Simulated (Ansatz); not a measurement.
# Hf3H8: the cost of one run

Computed with Ansatz 0.2.0 (DFT PBE, scalar-relativistic, plane waves, PAW, unless a step names another level, unless a step's input says otherwise).

### 1 The system as given

The structure is cubic, space group Pm-3m (No. 221). Conventional cell: a = 4.654 Å, b = 4.654 Å, c = 4.654 Å, α = 90.00°, β = 90.00°, γ = 90.00°. Hf (site symmetry 4/mmm) has 8 H at 2.03 Å as nearest neighbours. Around H (site symmetry 3m) lie 3 Hf at 2.03 Å.

Coordinates:

```
Hf H
1.0
     4.65428    0.00000    0.00000
     0.00000    4.65428    0.00000
     0.00000    0.00000    4.65428
Hf H
3 8
Direct
  0.50000 0.00000 0.00000
  0.00000 0.50000 0.00000
  0.00000 0.00000 0.50000
  0.74521 0.74521 0.74521
  0.25479 0.25479 0.74521
  0.25479 0.74521 0.25479
  0.74521 0.25479 0.25479
  0.74521 0.74521 0.25479
  0.25479 0.25479 0.25479
  0.74521 0.25479 0.74521
  0.25479 0.74521 0.74521
```

It is the end of an earlier relaxation with the same method, from a generated guess; it is a trial structure. At a tolerance of 0.05 Å it has space group Pm-3m (No. 221); it has 9.17 Å³/atom, an uncorrected energy of -0.35 eV/atom over the elements.

### 2 Bands, states and charges

input.yaml

```yaml
crystal:
  lattice:
    - [4.6542751, 0.0, 0.0]
    - [0.0, 4.6542751, 0.0]
    - [0.0, 0.0, 4.6542751]
  atoms:
    - { symbol: Hf, position: [0.5, 0.0, 0.0] }
    - { symbol: Hf, position: [0.0, 0.5, 0.0] }
    - { symbol: Hf, position: [0.0, 0.0, 0.5] }
    - { symbol: H, position: [0.745213, 0.745213, 0.745213] }
    - { symbol: H, position: [0.254787, 0.254787, 0.745213] }
    - { symbol: H, position: [0.254787, 0.745213, 0.254787] }
    - { symbol: H, position: [0.745213, 0.254787, 0.254787] }
    - { symbol: H, position: [0.745213, 0.745213, 0.254787] }
    - { symbol: H, position: [0.254787, 0.254787, 0.254787] }
    - { symbol: H, position: [0.745213, 0.254787, 0.745213] }
    - { symbol: H, position: [0.254787, 0.745213, 0.745213] }
basis:
  ecutwfc: 420
kpoints:
  mp_grid: { grid: [8, 8, 8] }
  band_path:
    path:
      - [[0.0, 0.0, 0.0], [0.0, 0.5, 0.0], [0.5, 0.5, 0.0], [0.0, 0.0, 0.0], [0.5, 0.5, 0.5], [0.0, 0.5, 0.0]]
      - [[0.5, 0.5, 0.5], [0.5, 0.5, 0.0]]
    npoints: 10
hamiltonian:
  xc: pbe
scf:
  occupations: { method: gaussian, width: 0.1 }
  n_extra_bands: 27
output:
  forces: true
  stress: true
  eigenvalues: true
  populations: true
  dos: { projected: true, de: 0.02, nscf_kmesh: { grid: [10, 10, 10] } }
  bader: false
```

On the command line:

```console
> ansatz run input.yaml --threads 4 --pin off --max-ram 8192MiB --backend cpu --events-out ev --progress --plain --runs-dir out
```

**Question.** How long does this run take on 4 threads of Arm Neoverse V1, shared host, and how much memory does it need?

About 13 s, with a peak of 0.61 GiB.
